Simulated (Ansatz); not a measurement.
# C3H6Si: the cost of one run

The runs use Ansatz 0.2.0, Gaussian basis; the settings change from run to run.

**1. The relaxed structure**

An earlier PBE0-D4 in a triple-zeta def2 set relaxation fixed the geometry.

SMILES `[SiH3]C1C=C1`, 10 atoms, charge 0, spin multiplicity 1.

Atoms are counted from 1 here; the program's logs count them from 0.

Bond lengths: Si1–C2 1.869 Å, Si1–H5 1.491 Å, Si1–H6 1.491 Å, Si1–H7 1.489 Å, C2–C3 1.515 Å, C2–C4 1.515 Å, C2–H8 1.095 Å, C3–C4 1.283 Å, C3–H9 1.076 Å, C4–H10 1.076 Å. Angles: C2–Si1–H5 111.3°, C2–Si1–H6 111.3°, C2–Si1–H7 109.1°, H5–Si1–H6 107.4°, H5–Si1–H7 108.8°, H6–Si1–H7 108.8°, Si1–C2–C3 121.9°, Si1–C2–C4 121.9°, Si1–C2–H8 114.8°, C3–C2–C4 50.1°, C3–C2–H8 116.5°, C4–C2–H8 116.5°, C2–C3–C4 65.0°, C2–C3–H9 144.5°, C4–C3–H9 150.6°, C2–C4–C3 65.0°, C2–C4–H10 144.5°, C3–C4–H10 150.6°.

**2. r2SCANh/def2-TZVPD**

Options: multiplicity 3, coordinates scaled by 0.92, finite nuclei, a point charge of -1.00 e beside it, D4 dispersion.

in.yaml

```yaml
crystal:
  periodic: [false, false, false]
  atoms:
    - {symbol: Si, position_ang: [-1.054366, 0.539139, -0.612250]}
    - {symbol: C, position_ang: [-0.020408, -0.556921, 0.216861]}
    - {symbol: C, position_ang: [1.362187, -0.539221, 0.042611]}
    - {symbol: C, position_ang: [0.983463, -0.114683, 1.076437]}
    - {symbol: H, position_ang: [-1.479007, 0.016947, -1.807008]}
    - {symbol: H, position_ang: [-2.171235, 0.828858, 0.128797]}
    - {symbol: H, position_ang: [-0.373128, 1.702194, -0.855685]}
    - {symbol: H, position_ang: [-0.435811, -1.449404, 0.431147]}
    - {symbol: H, position_ang: [2.098500, -0.759464, -0.581448]}
    - {symbol: H, position_ang: [1.166256, 0.285543, 1.963297]}
basis:
  gaussian: {orbitals: def2-TZVPD, nuclear_model: gaussian, point_charges: [{charge: -1.00, position_ang: [5.911, -0.603, -0.934]}]}
magnetization: {spin_polarized: true, initial_magnetization: 2}
hamiltonian: {xc: {name: r2SCANh}, dispersion: d4}
output: {forces: true}
```

The run is started by

```
$ ansatz run in.yaml --threads 2 --pin off --events-out ev --progress --plain --max-ram 4352MiB
```

What time and memory should one allow on 2 threads of Arm Neoverse V1, shared host?

About 17 s, with a peak of 0.6 GiB.
